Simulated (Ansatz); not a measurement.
Turn this script for the Python package of Ansatz (0.2.0) into the input file that the command-line program reads.

The script, `energy_ch4fnsi.py`:
```python
# -*- coding: utf-8 -*-
"""Single point of CH4FNSi in a Gaussian basis."""

import json

import ansatz as az
import numpy as np


def main():
    mol = (
        az.Crystal.molecule()
        .atom("C", [-0.5212, 1.2811, -0.1086])
        .atom("N", [-0.0281, 0.5686, 0.7671])
        .atom("Si", [0.434, -1.0062, 0.2186])
        .atom("F", [-0.287, -1.3413, -1.0997])
        .atom("H", [-0.7429, 1.0461, -1.196])
        .atom("H", [-0.9005, 2.3534, 0.1683])
        .atom("H", [1.9393, -0.9726, -0.0837])
        .atom("H", [0.1986, -1.9863, 1.2782])
    )

    base = (
        mol.calculation()
        .basis(gaussian="cc-pVDZ")
        .correlation("ccsd_t")
        .scf(lower_state_search="off")
        .forces()
    )
    done = base.run(threads=1, backend="cpu")
    data = done.report

    for key in ("converged", "free_energy_ev", "reference_energy_ev", "n_frozen", "n_occupied", "n_virtual"):
        print(f"{key:22s} {data[key]}")

    print("correlation energy", round(data["free_energy_ev"] - data["reference_energy_ev"], 5), "eV")
    cluster = data["correlation"].get("coupled_cluster")
    if cluster:
        print("cycles", cluster["cycles"], " T1 diagnostic", round(cluster["t1_diagnostic"], 4), " largest double", round(cluster["largest_double"], 4))

    field = data["mean_field"]
    print("<S^2> =", round(abs(field["state"]["spin_squared"]), 4), " relativity:", field["relativity"])
    print("passes:", field["passes"])
    if "symmetry" in field:
        print("occupied orbitals by irrep:", field["symmetry"]["occupied"])

    symbols = [site.symbol for site in mol.cartesian_sites]
    print("forces (eV/A)")
    for symbol, f in zip(symbols, data["forces_ev_ang"]):
        print(f"  {symbol:2s} {f[0]:9.4f} {f[1]:9.4f} {f[2]:9.4f}")

    charges = data["charge_distribution"]
    print("dipole moment", round(4.803205 * float(np.linalg.norm(charges["dipole_moment_e_ang"])), 3), "D")
    print("Mulliken:", [(s, round(q, 3)) for s, q in zip(symbols, charges["mulliken_charges_e"])])
    with open("ch4fnsi.json", "w") as handle:
        json.dump({k: data[k] for k in ("free_energy_ev", "reference_energy_ev", "n_occupied", "n_virtual")}, handle, indent=1)


if __name__ == "__main__":
    main()
```

Running `python energy_ch4fnsi.py` prints:
```text
converged              True
free_energy_ev         -13161.607610145249
reference_energy_ev    -13144.590748495482
n_frozen               8
n_occupied             [12, 12]
n_virtual              [60, 60]
correlation energy -17.01686 eV
cycles 12  T1 diagnostic 0.0125  largest double 0.0498
<S^2> = 0.0  relativity: none
passes: {'evaluations': 8, 'products': 40}
occupied orbitals by irrep: [{'A': 20}, {'A': 20}]
forces (eV/A)
  C    -2.9069    4.7393   -2.5935
  N     1.3195   -1.6890    2.6450
  Si    4.1462    0.1586    3.5367
  F    -2.3710   -1.3565   -4.0697
  H     0.2820   -0.1999    0.5774
  H     0.6225   -1.2755   -0.3984
  H    -0.7536   -0.0328    0.1544
  H    -0.3388   -0.3442    0.1482
dipole moment 0.706 D
Mulliken: [('C', 0.051), ('N', -0.316), ('Si', 0.788), ('F', -0.34), ('H', 0.04), ('H', 0.044), ('H', -0.14), ('H', -0.127)]
```

`input.yaml`:
```yaml
crystal:
  periodic: [false, false, false]
  atoms:
    - { symbol: C, position_ang: [-0.5212, 1.2811, -0.1086] }
    - { symbol: "N", position_ang: [-0.0281, 0.5686, 0.7671] }
    - { symbol: Si, position_ang: [0.434, -1.0062, 0.2186] }
    - { symbol: F, position_ang: [-0.287, -1.3413, -1.0997] }
    - { symbol: H, position_ang: [-0.7429, 1.0461, -1.196] }
    - { symbol: H, position_ang: [-0.9005, 2.3534, 0.1683] }
    - { symbol: H, position_ang: [1.9393, -0.9726, -0.0837] }
    - { symbol: H, position_ang: [0.1986, -1.9863, 1.2782] }
basis:
  gaussian: { orbitals: cc-pVDZ }
correlation:
  method: ccsd_t
scf:
  lower_state_search: "off"
output:
  forces: true
```

The program run on that file:
```console
$ ansatz run input.yaml --threads 1 --pin off --max-ram 4096MiB --backend cpu --events-out ev --progress --plain --runs-dir out
Engine: ansatz 0.2.0, aarch64-unknown-linux-gnu
Functional definition: HF
  exchange = exact_x
  correlation = 0
these checks for a lower state are left out or cut short: starts, cluster_reference, orbital_swaps, neighbouring_geometries, increment
751 factors; integrals over basis functions are off by at most 1.2e-3 eV
mean field evaluation 1: about -13141.9987 eV, gradient 3.3e1 eV
mean field evaluation 2: about -13142.1271 eV, gradient 3.3e1 eV
mean field evaluation 4: about -13144.5534 eV, gradient 2.9e0 eV
mean field evaluation 8: about -13144.5907 eV, gradient 5.3e-4 eV
mean field -13144.59074850 eV, -483.0548002836 hartree, gradient 4.6e-6 eV, S^2 0.000000; 0 other end points of the search recorded, 0 dependent functions left out
8 core orbitals not correlated: weight in the atoms' cores, before any rotation towards them, 1.000 or more for the frozen orbitals, at most 0.000 for the correlated occupied ones
reference -13144.59074850 eV, -483.0548002836 hartree; 12, 12 occupied and 60, 60 virtual orbitals, 751 factors
second order -15.62158018 eV of doubles, -0.00000000 eV of singles
cycle   1  -16.02997316 eV  change   -4.1e-1 eV  update   9.4e-2
cycle   2  -16.47414545 eV  change   -4.4e-1 eV  update   2.8e-2
cycle   3  -16.58095622 eV  change   -1.1e-1 eV  update   1.4e-2
cycle   4  -16.57478465 eV  change    6.2e-3 eV  update   3.5e-3
cycle   5  -16.57511137 eV  change   -3.3e-4 eV  update   1.3e-3
cycle   6  -16.57558602 eV  change   -4.7e-4 eV  update   4.1e-4
cycle   7  -16.57538959 eV  change    2.0e-4 eV  update   1.6e-4
cycle   8  -16.57536585 eV  change    2.4e-5 eV  update   8.4e-5
cycle   9  -16.57538876 eV  change   -2.3e-5 eV  update   4.2e-5
cycle  10  -16.57536893 eV  change    2.0e-5 eV  update   2.1e-5
cycle  11  -16.57538187 eV  change   -1.3e-5 eV  update   9.6e-6
cycle  12  -16.57538333 eV  change   -1.5e-6 eV  update   3.0e-6
perturbative tasks: 0 of 480
perturbative tasks: 32 of 480
perturbative tasks: 64 of 480
perturbative tasks: 96 of 480
perturbative tasks: 128 of 480
perturbative tasks: 160 of 480
perturbative tasks: 192 of 480
perturbative tasks: 224 of 480
perturbative tasks: 256 of 480
perturbative tasks: 288 of 480
perturbative tasks: 320 of 480
perturbative tasks: 352 of 480
perturbative tasks: 384 of 480
perturbative tasks: 416 of 480
perturbative tasks: 448 of 480
perturbative correction -0.44147832 eV, -0.0162240289 hartree
the calculation of the forces begins
Total energy: -13161.60761015 eV, -483.6801584148 hartree
Atom 0 at    -0.521200     1.281100    -0.108600 Å, force    -2.906851     4.739319    -2.593546 eV/Å
Atom 1 at    -0.028100     0.568600     0.767100 Å, force     1.319454    -1.689025     2.644977 eV/Å
Atom 2 at     0.434000    -1.006200     0.218600 Å, force     4.146199     0.158608     3.536702 eV/Å
Atom 3 at    -0.287000    -1.341300    -1.099700 Å, force    -2.370960    -1.356471    -4.069664 eV/Å
Atom 4 at    -0.742900     1.046100    -1.196000 Å, force     0.282038    -0.199927     0.577376 eV/Å
Atom 5 at    -0.900500     2.353400     0.168300 Å, force     0.622527    -1.275488    -0.398401 eV/Å
Atom 6 at     1.939300    -0.972600    -0.083700 Å, force    -0.753575    -0.032811     0.154369 eV/Å
Atom 7 at     0.198600    -1.986300     1.278200 Å, force    -0.338831    -0.344204     0.148186 eV/Å
Dipole moment:    -0.075060     0.071737    -0.103970 e Å
Checks for a lower state left out: starts, cluster_reference, orbital_swaps, neighbouring_geometries, increment
```

Reading the output:
- The settings weren't tested for convergence.
- The geometry is a force-field or estimated start, not a minimum of this method, and the basis set is short of its limit.
- Inner cores stay frozen, so this is valence correlation.
- S² is that of the Hartree-Fock reference.
- It ran for 17 s on 1 thread of Arm Neoverse V2 (shared host), peak memory 0.38 GiB.

(A comment or docstring line of the script was reworded after the run, the code is as it ran; lines on the test bed's own set-up are left out of the output.)
